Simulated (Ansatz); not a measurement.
# InGa3As4: the cost of one run

Method: DFT PBE, scalar-relativistic, plane waves, PAW, in Ansatz 0.2.0.

1 further run of the same task is left out (set aside as unsound or not needed). Runs told in other sessions of the task aren't counted.

## 1. The starting structure

Symmetry: P-4m2, No. 115, tetragonal system. Conventional cell: a = 4.134 Å, b = 4.134 Å, c = 11.761 Å, α = 90.00°, β = 90.00°, γ = 90.00°. In (site symmetry -4m2) has 4 As at 2.64 Å in its first shell of neighbours. Around Ga (site symmetry 2mm) lie 4 As at 2.50 to 2.51 Å. Around Ga (site symmetry -4m2) lie 4 As at 2.51 Å. Around As (site symmetry 2mm) lie 4 Ga at 2.51 Å. Around As (site symmetry 2mm) lie 2 Ga at 2.50 Å and 2 In at 2.64 Å.

As a file:

```cif
data_structure
_symmetry_space_group_name_H-M 'P-4m2'
_symmetry_Int_Tables_number 115
_cell_length_a 4.1341
_cell_length_b 4.1341
_cell_length_c 11.7605
_cell_angle_alpha 90.000
_cell_angle_beta 90.000
_cell_angle_gamma 90.000
_cell_volume 201.00
loop_
_atom_site_label
_atom_site_type_symbol
_atom_site_symmetry_multiplicity
_atom_site_Wyckoff_symbol
_atom_site_fract_x
_atom_site_fract_y
_atom_site_fract_z
_atom_site_occupancy
In1 In 1 a 0.00000 0.00000 0.00000 1
Ga1 Ga 2 f 0.50000 0.50000 0.25905 1
Ga2 Ga 1 d 0.00000 0.00000 0.50000 1
As1 As 2 g 0.50000 0.00000 0.37959 1
As2 As 2 g 0.50000 0.00000 0.86029 1
```

It is the end of an earlier relaxation with the same method, from a generated guess; it is a trial structure. At a tolerance of 0.05 Å it has space group P-4m2 (No. 115); it has 25.12 Å³/atom, an uncorrected energy of -0.31 eV/atom over the elements.

## 2. Electronic structure at the relaxed geometry

input.yaml reads:

```yaml
crystal:
  lattice:
    - [4.1340901, 0.0, 0.0]
    - [0.0, 4.1340901, 0.0]
    - [0.0, 0.0, 11.7605484]
  atoms:
    - { symbol: In, position: [0.0, 0.0, 0.0] }
    - { symbol: Ga, position: [0.5, 0.5, 0.259053] }
    - { symbol: Ga, position: [0.0, 0.0, 0.5] }
    - { symbol: Ga, position: [0.5, 0.5, 0.740947] }
    - { symbol: As, position: [0.5, 0.0, 0.379589] }
    - { symbol: As, position: [0.0, 0.5, 0.620411] }
    - { symbol: As, position: [0.5, 0.0, 0.860291] }
    - { symbol: As, position: [0.0, 0.5, 0.139709] }
basis:
  ecutwfc: 420
kpoints:
  mp_grid: { grid: [10, 10, 4] }
  band_path:
    path:
      - [[0.0, 0.0, 0.0], [0.0, 0.5, 0.0], [0.5, 0.5, 0.0], [0.0, 0.0, 0.0], [0.0, 0.0, 0.5], [0.0, 0.5, 0.5], [0.5, 0.5, 0.5], [0.0, 0.0, 0.5]]
      - [[0.0, 0.5, 0.0], [0.0, 0.5, 0.5]]
      - [[0.5, 0.5, 0.0], [0.5, 0.5, 0.5]]
    npoints: 14
hamiltonian:
  xc: pbe
scf:
  occupations: { method: gaussian, width: 0.1 }
  n_extra_bands: 20
output:
  forces: true
  stress: true
  eigenvalues: true
  populations: true
  dos: { projected: true, de: 0.02, nscf_kmesh: { grid: [12, 12, 5] } }
  bader: true
  write_density: true
  write_potential: true
  elf: true
  volumetric_format: npy
```

On the command line:

```bash
> ansatz run input.yaml --threads 4 --pin off --max-ram 8192MiB --backend cpu --events-out ev --progress --plain --runs-dir out
```

Q: Estimate wall time and peak memory on 4 threads of Arm Neoverse V2, shared host.

About 1.9 min, with a peak of 1.6 GiB.
